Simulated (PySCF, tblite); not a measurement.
**C5H14BN3O: geometry, infrared bands and NMR shifts**

Wanted: the infrared bands and NMR shifts of C5H14BN3O (`C/C(=C/OB(N)N)N(C)C`), by calculation.

Programs: tblite 0.8.0 and PySCF 2.14.0, with density-fitted response routines of our own. Each step states its level of theory. These are calculated values for one molecule in the gas phase, unless marked as measured. Atoms count from 0, in the outputs and in this text.

## 1. The molecule as given

24 atoms, charge 0, multiplicity 1; geometry from: force field or distance geometry start.

Bonds of the start (Å): C0–C1 1.49, C1–C2 1.32, C2–O3 1.37, O3–B4 1.50, B4–N5 1.53, B4–N6 1.55, C1–N7 1.40, N7–C8 1.46, N7–C9 1.45, C0–H10 1.11, C0–H11 1.12, C0–H12 1.10, C2–H13 1.08, N5–H14 1.02, N5–H15 1.05, N6–H16 1.04, N6–H17 1.06, C8–H18 1.13, C8–H19 1.13, C8–H20 1.10, C9–H21 1.11, C9–H22 1.12, C9–H23 1.11.

## 2. Geometry optimisation with GFN2-xTB

What the job is given:

```
{"job": {"kind": "relax", "xc": "GFN2-xTB", "basis": "xTB"}, "charge": 0, "multiplicity": 1}
C     -1.135900     1.937500     0.941300
C     -0.718500     0.708800     0.209700
C      0.574500     0.566300    -0.026100
O      1.024500    -0.538200    -0.700000
B      2.510100    -0.705900    -0.690300
N      3.066900    -1.559800     0.451600
N      3.273700     0.623300    -0.891900
N     -1.708600    -0.218400    -0.135300
C     -2.568600    -0.760200     0.908500
C     -1.955000    -0.687800    -1.489000
H     -1.105900     1.668800     2.016200
H     -2.165500     2.269700     0.654300
H     -0.371900     2.714300     0.768500
H      1.244100     1.354600     0.296000
H      2.893100    -2.546500     0.238400
H      4.084200    -1.337400     0.580700
H      4.252700     0.467500    -1.194800
H      3.268100     1.119200     0.039500
H     -3.636300    -0.748600     0.531000
H     -2.489700    -0.102500     1.825700
H     -2.273500    -1.767200     1.232100
H     -1.950100    -1.794000    -1.563100
H     -2.957800    -0.315500    -1.817400
H     -1.166500    -0.328300    -2.177900
```

Command:

```console
> OMP_NUM_THREADS=1 python probes_run.py task.json out
```

This one command runs all jobs of the session in turn.

**Question.** This job is followed by: GFN2-xTB harmonic vibrations, gas phase; GIAO PBE0/pcSseg-1 NMR shielding, non-relativistic, gas phase. What will the session give for the following? strongest single infrared mode (GFN2-xTB); zero-point energy (GFN2-xTB); 13C shifts against TMS (PBE0/pcSseg-1, means over atoms taken as alike); 1H shifts against TMS (PBE0/pcSseg-1, means over atoms taken as alike); 17O shifts against H2O (PBE0/pcSseg-1); 11B shifts against BF3·OEt2 (PBE0/pcSseg-1); 15N shifts against NH3 (PBE0/pcSseg-1, means over atoms taken as alike).

The runs gave:

| quantity | value |
| --- | --- |
| strongest single infrared mode (GFN2-xTB) | 1273 cm⁻¹, 1064 km/mol |
| zero-point energy (GFN2-xTB) | 125.5 kcal/mol |
| 13C shifts against TMS (PBE0/pcSseg-1, means over atoms taken as alike) | 132.4, 126.5, 43.8, 21.1 ppm |
| 1H shifts against TMS (PBE0/pcSseg-1, means over atoms taken as alike) | 5.76, 2.78, 1.64, 1.56 ppm |
| 17O shifts against H2O (PBE0/pcSseg-1) | 129.1 ppm |
| 11B shifts against BF3·OEt2 (PBE0/pcSseg-1) | 19.1 ppm |
| 15N shifts against NH3 (PBE0/pcSseg-1, means over atoms taken as alike) | 69.1, 44.1 ppm |

What this shows: The optimisation took 151 steps and gained 2.527 eV; among the close pairs (by a distance rule), B4–N6 changed most, from 1.546 to 1.415 Å. All 66 modes are real, so the xTB geometry is a minimum. The strongest single mode, at 1273 cm⁻¹, moves mainly B4. GFN2-xTB is a fitted tight-binding method: band positions and strengths are rough. Its intensities can rank the bands wrongly. At PBE0/pcSseg-1: The largest span, 193 ppm, is at O3, where the paramagnetic term is -195 ppm.
